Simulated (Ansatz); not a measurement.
# Ba2Tl5V3O12 in Ansatz: convergence with k mesh

Crystal: Ba2Tl5V3O12.

```
CELL_PARAMETERS angstrom
6.48991 -6.67692 -0.04765
6.48991 6.67692 -0.04765
-1.96739 0.00000 5.75220
ATOMIC_POSITIONS crystal
Ba 0.47917 0.52083 0.00000
Ba 0.79264 0.20736 0.00000
V 0.65694 0.94605 0.25735
V 0.05395 0.34306 0.74265
V 0.57442 0.42558 0.50000
Tl 0.49835 0.85629 0.63726
Tl 0.14371 0.50165 0.36274
Tl 0.01508 0.98492 0.50000
Tl 0.30964 0.12677 0.21892
Tl 0.87323 0.69036 0.78108
O 0.00390 0.26325 0.44275
O 0.59719 0.60676 0.67706
O 0.91333 0.42820 0.84635
O 0.52536 0.79943 0.20594
O 0.68766 0.41628 0.31356
O 0.09251 0.20316 0.88601
O 0.58372 0.31234 0.68644
O 0.79684 0.90749 0.11399
O 0.57180 0.08667 0.15365
O 0.20057 0.47464 0.79406
O 0.73675 0.99610 0.55725
O 0.39324 0.40281 0.32294
```

The cell was built by a generator and needn't be a form met in nature.

* Program: Ansatz 0.2.0
* Task: convergence study
* Functional: PBE
* Potentials or basis: Ansatz PAW
* Cutoff: 420 eV (not typed: the program's choice for these potentials)
* k mesh: 1 × 1 × 2
* Occupations: fermi-dirac, width 0.05 eV
* Spin: collinear spin, ferromagnetic start
* Starting moments: [0.0, 0.0, 2.0, 2.0, 2.0, 0.0, 0.0, 0.0, 0.0, 0.0, 0.0, 0.0, 0.0, 0.0, 0.0, 0.0, 0.0, 0.0, 0.0, 0.0, 0.0, 0.0] μB

These are the settings of the first run; the series varies k mesh, with any setting tied to it.

Hardware: 8 threads of Arm Neoverse V2, with other jobs on the host.

The values tried are 1 × 1 × 2, 2 × 2 × 2, 2 × 2 × 3, 2 × 2 × 4, 3 × 3 × 4, 4 × 4 × 5, 4 × 4 × 7, 5 × 5 × 8, loosest first. From which on does the largest force stay within 0.005 eV/Å of the tightest run that finished?

From 2 × 2 × 3 on.

```csv
k mesh,"energy less the tightest run, at zero smearing (meV/atom)",pressure (GPa),largest force (eV/Å),gap on the mesh (eV),SCF cycles,CPU time (s),peak memory (GiB)
1 × 1 × 2,5.42,0.12,0.114,2.951,17,38,1.4
2 × 2 × 2,0.88,0.02,0.021,2.906,17,100,2.4
2 × 2 × 3,-0.01,0.01,0.005,2.907,17,170,2.4
2 × 2 × 4,0.04,0.01,0.005,2.907,17,220,2.4
3 × 3 × 4,-0.01,0.01,0.005,2.892,17,490,3
4 × 4 × 5,0.00,0.01,0.005,2.903,17,960,3.8
4 × 4 × 7,0.00,0.01,0.005,2.899,17,1300,4.5
5 × 5 × 8,0.00,0.01,0.005,2.892,17,2100,5.8
```

Against the tightest run, the energy stays within 1 meV/atom from 2 × 2 × 2 on; the pressure stays within 0.1 GPa from 2 × 2 × 2 on; the gap on the mesh stays within 0.01 eV from 4 × 4 × 7 on. Meshes of other sizes hit other points, so gaps and Fermi surfaces needn't settle smoothly. The tightest run that finished is the yardstick and may itself not be fully converged.

Caveat, for the tightest run too: odd divisions of the mesh miss points on the zone boundary, where band edges often lie, so the gap on the mesh can be too wide; the pressure holds a Pulay correction of +0.3 GPa for the finite cutoff; spin-orbit coupling is left out, which as a rule narrows the gap of such compounds by several tenths of an eV; the starting moments weren't kept.
